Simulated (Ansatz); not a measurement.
# C3H4F2O3Ti: the cost of one run

Program: Ansatz 0.2.0, Gaussian basis. Level of theory: the settings change from run to run. These are calculated values, not measurements.

## 1. The geometry

The structure was relaxed beforehand with PBE0-D4 in a triple-zeta def2 set.

13 atoms, charge 0, spin multiplicity 1.

Atoms are counted from 1 here; the program's logs count them from 0.

Bond lengths: O1–Ti2 1.786 Å, O1–H10 0.961 Å, Ti2–F3 1.772 Å, Ti2–F4 1.761 Å, Ti2–O5 2.048 Å, Ti2–O9 1.973 Å, O5–C6 1.252 Å, C6–C7 1.396 Å, C6–H11 1.097 Å, C7–C8 1.378 Å, C7–H12 1.080 Å, C8–O9 1.272 Å, C8–H13 1.094 Å. Angles: Ti2–O1–H10 122.1°, O1–Ti2–F3 98.4°, O1–Ti2–F4 115.2°, O1–Ti2–O5 89.5°, O1–Ti2–O9 116.9°, F3–Ti2–F4 97.6°, F3–Ti2–O5 168.0°, F3–Ti2–O9 86.7°, F4–Ti2–O5 87.1°, F4–Ti2–O9 126.4°, O5–Ti2–O9 81.6°, Ti2–O5–C6 133.5°, O5–C6–C7 124.7°, O5–C6–H11 116.5°, C7–C6–H11 118.9°, C6–C7–C8 119.8°, C6–C7–H12 120.2°, C8–C7–H12 120.0° and more.

Coordinates:

```
O     1.07936    2.06988   -0.98759
Ti    1.37909    0.35904   -0.56997
F     2.91528    0.56838    0.28717
F     1.98187   -0.64011   -1.88938
O    -0.50709   -0.10902   -1.21492
C    -1.54306   -0.50395   -0.63322
C    -1.62338   -0.80575    0.72773
C    -0.50534   -0.68236    1.52434
O     0.64123   -0.28580    1.14226
H     1.74920    2.74923   -0.86857
H    -2.43809   -0.62279   -1.25553
H    -2.55401   -1.15150    1.15320
H    -0.57503   -0.94525    2.58447
```

## 2. BLYP/cc-pVDZ

Options: high accuracy.

File in.yaml:

```yaml
crystal:
  periodic: [false, false, false]
  atoms:
    - {symbol: O, position_ang: [1.079364, 2.069875, -0.987589]}
    - {symbol: Ti, position_ang: [1.379088, 0.359036, -0.569972]}
    - {symbol: F, position_ang: [2.915281, 0.568381, 0.287171]}
    - {symbol: F, position_ang: [1.981867, -0.640106, -1.889376]}
    - {symbol: O, position_ang: [-0.507091, -0.109015, -1.214923]}
    - {symbol: C, position_ang: [-1.543061, -0.503950, -0.633218]}
    - {symbol: C, position_ang: [-1.623383, -0.805753, 0.727734]}
    - {symbol: C, position_ang: [-0.505342, -0.682356, 1.524339]}
    - {symbol: O, position_ang: [0.641229, -0.285796, 1.142260]}
    - {symbol: H, position_ang: [1.749199, 2.749229, -0.868574]}
    - {symbol: H, position_ang: [-2.438088, -0.622792, -1.255530]}
    - {symbol: H, position_ang: [-2.554008, -1.151503, 1.153201]}
    - {symbol: H, position_ang: [-0.575035, -0.945252, 2.584467]}
basis:
  gaussian: {orbitals: cc-pVDZ}
hamiltonian: {xc: {name: BLYP}}
accuracy: high
output: {forces: true}
```

Command:

```console
ansatz run in.yaml --threads 4 --pin off --events-out ev --progress --plain --max-ram 66560MiB --backend cpu
```

**Question.** How long does this run take on 4 threads of AMD EPYC 7R13, shared host, and how much memory does it need?

About 16 s, with a peak of 1 GiB.
